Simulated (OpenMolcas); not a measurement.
**C2H4ClSi (SMILES C=C[SiH]Cl) at UHF/6-31G(d) (Cartesian functions)**

We compute an optimisation with harmonic vibrations of C2H4ClSi. 

Program for the calculation: OpenMolcas 26.06.

## Step 1: The system as given

The species is C2H4ClSi (8 atoms), meant as a doublet with charge 0. SMILES: `C=C[SiH]Cl`. Geometry: relaxed at PBE0-D4/def2-TZVP. The run starts from this shape.

Bond lengths: C1–C2 1.335 Å, C2–Si3 1.841 Å, Si3–Cl4 2.059 Å, C1–H5 1.087 Å, C1–H6 1.086 Å, C2–H7 1.088 Å, Si3–H8 1.489 Å. Angles: C1–C2–Si3 122.0°, C2–Si3–Cl4 111.3°, C1–C2–H7 119.1°, Si3–C2–H7 118.7°, C2–C1–H5 121.9°, C2–C1–H6 122.0°, C2–Si3–H8 111.0°, Cl4–Si3–H8 109.0°, H5–C1–H6 116.1°.

## Step 2: An optimisation with harmonic vibrations at UHF/6-31G(d) (Cartesian functions)

job.inp reads:

```
* C2H4ClSi Hartree-Fock
>>> EXPORT MOLCAS_PRINT=2

&GATEWAY
  BasLib = $CurrDir
  Coord
  8
  angstrom
  C        0.647000       1.027000      -0.659700
  C        0.628500      -0.066700       0.105400
  Si      -0.903600      -0.642600       0.947100
  Cl      -1.031600      -2.697900       0.941300
  H       -0.256900       1.588200      -0.880600
  H        1.563900       1.404900      -1.102500
  H        1.561300      -0.591000       0.301600
  H       -2.116300      -0.079100       0.291500
  Basis = 6-31Gs
  Group = NoSym
>>> EXPORT MOLCAS_MAXITER=50
>>> Do While

&SEWARD

&SCF
  UHF
  Spin = 2
  PrOrbitals = 0

&SLAPAF
>>> EndDo
>>> COPY $Project.Opt.xyz $CurrDir/final.xyz
>>> COPY $Project.slapaf.h5 $CurrDir/final.slapaf.h5

&MCKINLEY
```

The basis set 6-31G* is read from a file made from the Basis Set Exchange's data (not shown).

Command:

```sh
$ export MOLCAS_MEM=1860
$ pymolcas job.inp > job.log
```

Q: Predict the results. Wanted: total energy; dipole moment; HOMO energy; LUMO energy; ⟨S²⟩; lowest harmonic wavenumber; highest harmonic wavenumber; zero-point energy; ideal-gas entropy at 298.15 K and 1 atm.

**Answer.** As computed:

At UHF/6-31G* (Cartesian functions):

| quantity | value |
| --- | --- |
| total energy | -826.45551 Eh |
| dipole moment | 2.76 D |
| HOMO energy (highest over α and β) | -8.89 eV |
| LUMO energy (lowest over α and β) | 1.31 eV |
| ⟨S²⟩ | 0.912 |
| lowest harmonic wavenumber | 92 cm⁻¹ |
| highest harmonic wavenumber | 3400 cm⁻¹ |
| zero-point energy | 143.9 kJ/mol |
| ideal-gas entropy at 298.15 K and 1 atm (symmetry number 1 as used) | 75.0 cal/(mol K) |

What this shows: At the final geometry: Bond lengths: C1–C2 1.347 Å, C2–Si3 1.848 Å, Si3–Cl4 2.076 Å, C1–H5 1.077 Å, C1–H6 1.076 Å, C2–H7 1.079 Å, Si3–H8 1.473 Å. Angles: C1–C2–Si3 122.8°, C2–Si3–Cl4 111.1°, C1–C2–H7 118.3°, Si3–C2–H7 118.6°, C2–C1–H5 122.2°, C2–C1–H6 121.9°, C2–Si3–H8 111.7°, Cl4–Si3–H8 108.7°, H5–C1–H6 115.9°. ⟨S²⟩ is 0.91 where a pure doublet has 0.75: the reference is spin-contaminated. All 18 modes are real, so the shape is a minimum at this level. Mulliken charges run from -0.40 on C2 to +0.63 on Si3; they depend strongly on the basis.
